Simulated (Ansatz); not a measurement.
# YP2Pd2: the cost of one run

Method: DFT PBEsol, scalar-relativistic, plane waves, PAW, in Ansatz 0.2.0.

## Step 1: The system as given

It takes space group I4/mmm (No. 139, tetragonal). Conventional cell: a = 4.101 Å, b = 4.101 Å, c = 9.916 Å, α = 90.00°, β = 90.00°, γ = 90.00°. Y (site symmetry 4/mmm) is surrounded by 8 P at 3.10 Å and 8 Pd at 3.22 Å. P (site symmetry 4mm) is surrounded by 1 P at 2.21 Å and 4 Pd at 2.47 Å and 4 Y at 3.10 Å. Around Pd (site symmetry -4m2) lie 4 P at 2.47 Å.

Coordinates:

```
Y P Pd
1.0
    -2.05057    2.05057    4.95823
     2.05057   -2.05057    4.95823
     2.05057    2.05057   -4.95823
Y P Pd
1 2 2
Direct
  0.00000 0.00000 0.00000
  0.38876 0.38876 0.00000
  0.61124 0.61124 0.00000
  0.75000 0.25000 0.50000
  0.25000 0.75000 0.50000
```

It goes back to an entry of the Materials Project.

It is the result of an earlier relaxation at this level (volume 16.68 Å³/atom; gap on the mesh: none (metal)).

## Step 2: Relaxing with PBEsol

Contents of input.yaml:

```yaml
crystal:
  lattice:
    - [-2.0505695132, 2.0505695132, 4.9582265907]
    - [2.0505695132, -2.0505695132, 4.9582265907]
    - [2.0505695132, 2.0505695132, -4.9582265907]
  atoms:
    - { symbol: "Y", position: [0.0, 0.0, 0.0] }
    - { symbol: P, position: [0.3887626746, 0.3887626746, 0.0] }
    - { symbol: P, position: [0.6112373254, 0.6112373254, 0.0] }
    - { symbol: Pd, position: [0.75, 0.25, 0.5] }
    - { symbol: Pd, position: [0.25, 0.75, 0.5] }
basis:
  ecutwfc: 420
kpoints:
  mp_grid: { grid: [12, 12, 12] }
hamiltonian:
  xc: pbesol
scf:
  occupations: { method: gaussian, width: 0.1 }
output:
  forces: true
  stress: true
  eigenvalues: true
relax:
  adjacent_minimum: "off"
  f_tol: 0.005
  max_steps: 50
  cell: { stress_tol: 0.05 }
```

Launch:

```console
$ ansatz run input.yaml --threads 2 --pin off --max-ram 5120MiB --backend cpu --events-out ev --progress --plain --runs-dir out
```

Q: Estimate wall time and peak memory on 2 threads of AMD EPYC 9R45 (Zen 5), shared host.

About 23 s, with a peak of 0.72 GiB.
